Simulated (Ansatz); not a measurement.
**BFGeH₆OSi: up Jacob's ladder to CCSD(T)**

The task here is to estimate one member of a computed series from the others.

The runs use Ansatz 0.2.0, Gaussian basis; functionals in def2-TZVPP, the program's frozen cores in correlated methods.

Levels to be run: PBE-D4, r2SCAN-D4, PBE0-D4, B3LYP-D4, ωB97X-V, ωB97M-V, B2PLYP; CCSD(T)/def2-TZVPP; MP2/def2-QZVPP; extrapolation to the limit.

## The geometry

An earlier PBE0-D4 in a triple-zeta def2 set relaxation fixed the geometry.

SMILES `[BH2][GeH2][O][SiH2]F`, 11 atoms, charge 0, spin multiplicity 1.

Atoms are counted from 1 here; the program's logs count them from 0.

Bond lengths: B1–Ge2 2.050 Å, B1–H6 1.192 Å, B1–H7 1.194 Å, Ge2–O3 1.788 Å, Ge2–H8 1.544 Å, Ge2–H9 1.544 Å, O3–Si4 1.611 Å, Si4–F5 1.594 Å, Si4–H10 1.483 Å, Si4–H11 1.484 Å. Angles: Ge2–B1–H6 121.3°, Ge2–B1–H7 119.1°, H6–B1–H7 119.5°, B1–Ge2–O3 109.1°, B1–Ge2–H8 113.0°, B1–Ge2–H9 112.9°, O3–Ge2–H8 106.7°, O3–Ge2–H9 106.6°, H8–Ge2–H9 108.1°, Ge2–O3–Si4 139.8°, O3–Si4–F5 108.0°, O3–Si4–H10 111.4°, O3–Si4–H11 111.5°, F5–Si4–H10 107.0°, F5–Si4–H11 107.1°, H10–Si4–H11 111.5°.

The first run:

The input, in.yaml:

```yaml
crystal:
  periodic: [false, false, false]
  atoms:
    - {symbol: B, position_ang: [-0.010739, 1.707762, 1.942331]}
    - {symbol: Ge, position_ang: [-0.494681, 0.950699, 0.099401]}
    - {symbol: O, position_ang: [0.336286, -0.615934, -0.126278]}
    - {symbol: Si, position_ang: [0.445544, -1.806513, -1.205862]}
    - {symbol: F, position_ang: [1.363951, -2.951907, -0.585853]}
    - {symbol: H, position_ang: [0.713768, 1.119260, 2.683252]}
    - {symbol: H, position_ang: [-0.465288, 2.760370, 2.276000]}
    - {symbol: H, position_ang: [-2.005838, 0.678297, -0.064261]}
    - {symbol: H, position_ang: [-0.042788, 1.862128, -1.062142]}
    - {symbol: H, position_ang: [1.105080, -1.348438, -2.452826]}
    - {symbol: H, position_ang: [-0.879795, -2.412821, -1.483263]}
basis:
  gaussian: {orbitals: def2-TZVPP}
hamiltonian: {xc: pbe, dispersion: d4}
output: {forces: true, orbitals: {seedname: orbitals}}
```

Run with:

```bash
$ ansatz run in.yaml --threads 4 --pin off --events-out ev --progress --plain --max-ram 10444MiB
```

Among the steps run: PBE-D4 (GGA); r2SCAN-D4 (meta-GGA); PBE0-D4 (hybrid); B3LYP-D4 (hybrid); ωB97X-V (range-separated); ωB97M-V (range-separated); B2PLYP (double hybrid); CCSD(T) in def2-TZVPP; MP2 in def2-QZVPP.

One table of the session follows, with a row left open; its other results are not shown here.

It belongs to the step «Atomisation energies». 

```
            method  atomisation energy (kcal/mol)
            PBE-D4                              ?
         r2SCAN-D4                          885.2
           PBE0-D4                          870.1
          B3LYP-D4                          879.5
           ωB97X-V                          888.7
           ωB97M-V                          882.3
            B2PLYP                          874.0
     HF/def2-TZVPP                          666.7
    MP2/def2-TZVPP                          878.3
   CCSD/def2-TZVPP                          856.0
CCSD(T)/def2-TZVPP                          865.9
           MP2/CBS                          899.5
       CCSD(T)/CBS                          887.1
```

**Question.** Estimate the row for PBE-D4.

**Answer.** atomisation energy (kcal/mol): 879.8. In the column «atomisation energy (kcal/mol)» it lies between B3LYP-D4 (879.5) and ωB97M-V (882.3).

Limits of these values: Free atoms (1 B, 1 Ge, 1 O, 1 Si, 1 F, 6 H) were run apart at each level; the atomisation energy is their sum less the molecule, without zero-point or spin-orbit terms.
